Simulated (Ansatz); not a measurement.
# H4InOSSi: the cost of one run

Method: functionals in def2-TZVPP, the program's frozen cores in correlated methods; program: Ansatz 0.2.0, Gaussian basis.

Levels to be run: PBE-D4, r2SCAN-D4, PBE0-D4, B3LYP-D4, ωB97X-V, ωB97M-V, B2PLYP; CCSD(T)/def2-TZVPP; MP2/def2-QZVPP; extrapolation to the limit.

**1. The geometry**

All runs share one geometry, relaxed beforehand with PBE0-D4 in a triple-zeta def2 set. In takes the def2 core potential; no spin-orbit term is included.

SMILES `[SiH3][O][In][SH]`, 8 atoms, charge 0, spin multiplicity 2.

Atoms are counted from 1 here; the program's logs count them from 0.

Bond lengths: Si1–O2 1.628 Å, Si1–H5 1.493 Å, Si1–H6 1.488 Å, Si1–H7 1.492 Å, O2–In3 2.002 Å, In3–S4 2.428 Å, S4–H8 1.347 Å. Angles: O2–Si1–H5 111.8°, O2–Si1–H6 109.3°, O2–Si1–H7 111.7°, H5–Si1–H6 108.3°, H5–Si1–H7 107.3°, H6–Si1–H7 108.4°, Si1–O2–In3 140.2°, O2–In3–S4 110.8°, In3–S4–H8 89.2°.

As a file:

```
Si   -0.7151   -0.9138    1.1532
O     0.0198   -0.0288    0.0008
In   -0.2277    1.6736   -1.0232
S     1.6120    2.0252   -2.5686
H    -2.1560   -1.1458    0.8393
H    -0.0415   -2.2362    1.2610
H    -0.6531   -0.2443    2.4850
H     2.1617    0.8701   -2.1475
```

**2. PBE-D4 (GGA)**

in.yaml reads:

```yaml
crystal:
  periodic: [false, false, false]
  atoms:
    - {symbol: Si, position_ang: [-0.715124, -0.913772, 1.153179]}
    - {symbol: O, position_ang: [0.019798, -0.028819, 0.000837]}
    - {symbol: In, position_ang: [-0.227734, 1.673578, -1.023151]}
    - {symbol: S, position_ang: [1.612018, 2.025230, -2.568576]}
    - {symbol: H, position_ang: [-2.155985, -1.145771, 0.839297]}
    - {symbol: H, position_ang: [-0.041500, -2.236210, 1.260966]}
    - {symbol: H, position_ang: [-0.653144, -0.244311, 2.484977]}
    - {symbol: H, position_ang: [2.161670, 0.870076, -2.147529]}
basis:
  gaussian: {orbitals: def2-TZVPP}
magnetization: {spin_polarized: true, initial_magnetization: 1}
hamiltonian: {xc: pbe, dispersion: d4}
output: {forces: true, orbitals: {seedname: orbitals}}
```

Started as:

```bash
> ansatz run in.yaml --threads 2 --pin off --events-out ev --progress --plain --max-ram 22528MiB --backend cpu
```

What time and memory should one allow on 2 threads of AMD EPYC 7R13, shared host?

About 6 s, with a peak of 0.39 GiB.
